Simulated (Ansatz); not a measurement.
# Cyclohexanone (C6H10O): up Jacob's ladder to CCSD(T)

An exercise on one series of results from a longer session: the logs are not shown, and one member is left open.

Program: Ansatz 0.2.0, Gaussian basis. Level of theory: functionals in def2-TZVPP, the program's frozen cores in correlated methods. These are calculated values, not measurements.

Levels to be run: LDA (SPW92), PBE-D4, revPBE-D4, BLYP-D4, r2SCAN-D4, B97M-V, PBE0-D4, B3LYP-D4, r2SCANh-D4, r2SCAN0-D4, HSE06-D4, BHLYP-D4, CAM-B3LYP-D4, LC-ωPBE, ωB97X-V, ωB97M-V, B2PLYP, PBE-QIDH; CCSD(T)/def2-SVP; CCSD(T)/def2-TZVPP; MP2/def2-QZVPP; extrapolation to the limit; RPA on PBE.

## The relaxed structure

The geometry comes from an earlier relaxation with PBE0-D4 in a triple-zeta def2 set; it is a stationary point, not always the lowest conformer.

SMILES `O=C1CCCCC1`, 17 atoms, charge 0, spin multiplicity 1.

Atoms are counted from 1 here; the program's logs count them from 0.

Bond lengths: O1–C2 1.206 Å, C2–C3 1.510 Å, C2–C7 1.510 Å, C3–C4 1.529 Å, C3–H8 1.091 Å, C3–H9 1.098 Å, C4–C5 1.521 Å, C4–H10 1.093 Å, C4–H11 1.096 Å, C5–C6 1.521 Å, C5–H12 1.094 Å, C5–H13 1.097 Å, C6–C7 1.529 Å, C6–H14 1.093 Å, C6–H15 1.096 Å, C7–H16 1.091 Å, C7–H17 1.098 Å. Angles: O1–C2–C3 122.5°, O1–C2–C7 122.5°, C3–C2–C7 115.1°, C2–C3–C4 111.6°, C2–C3–H8 108.6°, C2–C3–H9 107.2°, C4–C3–H8 112.3°, C4–C3–H9 109.0°, H8–C3–H9 107.8°, C3–C4–C5 111.5°, C3–C4–H10 109.7°, C3–C4–H11 109.0°, C5–C4–H10 110.7°, C5–C4–H11 109.3°, H10–C4–H11 106.5°, C4–C5–C6 111.1°, C4–C5–H12 110.1°, C4–C5–H13 109.4° and more.

Set-up of the first run:

The input, in.yaml:

```yaml
crystal:
  periodic: [false, false, false]
  atoms:
    - {symbol: O, position_ang: [-0.690573, -1.982055, 1.700219]}
    - {symbol: C, position_ang: [-0.267304, -1.000348, 1.141170]}
    - {symbol: C, position_ang: [1.077073, -0.975153, 0.455043]}
    - {symbol: C, position_ang: [0.975733, -0.414863, -0.964158]}
    - {symbol: C, position_ang: [0.268943, 0.931899, -0.982484]}
    - {symbol: C, position_ang: [-1.114325, 0.831538, -0.357858]}
    - {symbol: C, position_ang: [-1.046007, 0.290945, 1.070925]}
    - {symbol: H, position_ang: [1.496510, -1.981791, 0.474311]}
    - {symbol: H, position_ang: [1.733739, -0.325939, 1.049200]}
    - {symbol: H, position_ang: [1.975262, -0.333608, -1.399576]}
    - {symbol: H, position_ang: [0.420321, -1.123221, -1.589616]}
    - {symbol: H, position_ang: [0.192138, 1.302264, -2.008622]}
    - {symbol: H, position_ang: [0.867441, 1.666081, -0.428615]}
    - {symbol: H, position_ang: [-1.611389, 1.805280, -0.359135]}
    - {symbol: H, position_ang: [-1.737044, 0.163315, -0.963789]}
    - {symbol: H, position_ang: [-2.035329, 0.124419, 1.498860]}
    - {symbol: H, position_ang: [-0.524289, 1.020637, 1.704227]}
basis:
  gaussian: {orbitals: def2-TZVPP}
hamiltonian: {xc: lda}
output: {orbitals: {seedname: orbitals}}
```

Run with:

```bash
ansatz run in.yaml --threads 2 --pin off --events-out ev --progress --plain --max-ram 32768MiB --backend cuda --devices 0, --max-vram 18GiB
```

Steps of the session up to this table: LDA; PBE-D4 (GGA); revPBE-D4 (GGA); BLYP-D4 (GGA); r2SCAN-D4 (meta-GGA); B97M-V (meta-GGA); B3LYP-D4 (hybrid); r2SCANh-D4 (hybrid); r2SCAN0-D4 (hybrid); HSE06-D4 (hybrid); BHLYP-D4 (hybrid); CAM-B3LYP-D4 (range-separated); LC-ωPBE (range-separated); ωB97X-V (range-separated); ωB97M-V (range-separated); B2PLYP (double hybrid); PBE-QIDH (double hybrid).

One of the session's tables, all rows but one given; the rest of the session is left out.

It belongs to the step «Frontier levels by functional». 

```
  functional  HOMO (eV)  gap (eV)
 LDA (SPW92)      -5.50      3.73
      PBE-D4      -5.35      3.83
   revPBE-D4      -5.28      3.86
     BLYP-D4      -5.28      3.88
   r2SCAN-D4      -5.63      4.38
      B97M-V      -5.83      4.63
     PBE0-D4      -6.92      6.53
    B3LYP-D4      -6.70      6.03
  r2SCANh-D4      -6.23      5.39
  r2SCAN0-D4      -7.12      6.89
    HSE06-D4      -6.51      5.73
    BHLYP-D4      -8.45      9.20
CAM-B3LYP-D4      -8.39      9.14
     LC-ωPBE          ?         ?
     ωB97X-V      -9.37     11.25
     ωB97M-V      -9.32     11.01
```

Q: Estimate the row for LC-ωPBE from the others.

The run gave: HOMO (eV): -9.67; gap (eV): 11.67. In the column «HOMO (eV)» it is the lowest.
